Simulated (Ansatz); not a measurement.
# SnBrF: vertical ionisation energy

An exercise on one series of results from a longer session: the logs are not shown, and one member is left open.

The runs use Ansatz 0.2.0, Gaussian basis; unrestricted cation, the program's frozen cores in correlated methods.

Plan: UKS PBE-D4/def2-TZVPP; UKS r2SCAN-D4/def2-TZVPP; UKS PBE0-D4/def2-TZVPP; UKS B3LYP-D4/def2-TZVPP; UKS wB97X-V/def2-TZVPP; UKS wB97M-V/def2-TZVPP; UKS B2PLYP/def2-TZVPP; UHF-CCSD(T)/def2-TZVPP; UHF-MP2/def2-QZVPP; extrapolation to the limit; then −ε(HOMO) from the neutral's earlier runs with LDA (SPW92), PBE-D4, revPBE-D4, BLYP-D4, r2SCAN-D4, B97M-V, PBE0-D4, B3LYP-D4, r2SCANh-D4, r2SCAN0-D4, HSE06-D4, BHLYP-D4, CAM-B3LYP-D4, LC-ωPBE, ωB97X-V, ωB97M-V.

## Structure used throughout

All runs share one geometry, relaxed beforehand with PBE0-D4 in a triple-zeta def2 set. Sn takes the def2 core potential; no spin-orbit term is included.

SMILES `[F][Sn][Br]`, 3 atoms, charge 0, spin multiplicity 1.

Atoms are counted from 1 here; the program's logs count them from 0.

Bond lengths: F1–Sn2 1.936 Å, Sn2–Br3 2.515 Å. Angles: F1–Sn2–Br3 97.3°.

The first run:

Contents of in.yaml:

```yaml
crystal:
  periodic: [false, false, false]
  atoms:
    - {symbol: F, position_ang: [-0.943241, 1.248928, -0.388884]}
    - {symbol: Sn, position_ang: [-0.636464, -0.662494, -0.416812]}
    - {symbol: Br, position_ang: [1.568705, -0.651233, 0.792398]}
basis:
  gaussian: {orbitals: def2-TZVPP}
total_charge: 1
magnetization: {spin_polarized: true, initial_magnetization: 1}
hamiltonian: {xc: pbe, dispersion: d4}
```

Among the steps run: Cation, UKS PBE-D4/def2-TZVPP; Cation, UKS r2SCAN-D4/def2-TZVPP; Cation, UKS PBE0-D4/def2-TZVPP; Cation, UKS B3LYP-D4/def2-TZVPP; Cation, UKS wB97X-V/def2-TZVPP; Cation, UKS wB97M-V/def2-TZVPP; Cation, UKS B2PLYP (frozen core)/def2-TZVPP; Cation, UHF-CCSD(T)/def2-TZVPP; Cation, UHF-MP2/def2-QZVPP.

One of the session's tables, all rows but one given; the rest of the session is left out.

For comparison, −ε(HOMO) of the neutral from earlier runs:

```
  functional  −ε(HOMO) (eV)
 LDA (SPW92)           7.16
      PBE-D4           6.94
   revPBE-D4           6.87
     BLYP-D4              ?
   r2SCAN-D4           7.25
      B97M-V           7.15
     PBE0-D4           8.06
    B3LYP-D4           7.87
  r2SCANh-D4           7.67
  r2SCAN0-D4           8.27
    HSE06-D4           7.67
    BHLYP-D4           9.02
CAM-B3LYP-D4           9.29
     LC-ωPBE          10.47
     ωB97X-V          10.18
     ωB97M-V          10.10
```

Estimate the missing values for BLYP-D4.

Worked estimate for «−ε(HOMO) (eV)». Against the share of exact exchange, B3LYP-D4 (0.2, 7.87), BHLYP-D4 (0.5, 9.02) give a slope of 3.83 per unit share; at 0 the line stands at 7.10.

**Answer.** −ε(HOMO) (eV): 6.80. In «−ε(HOMO) (eV)» the line misses by +0.30.
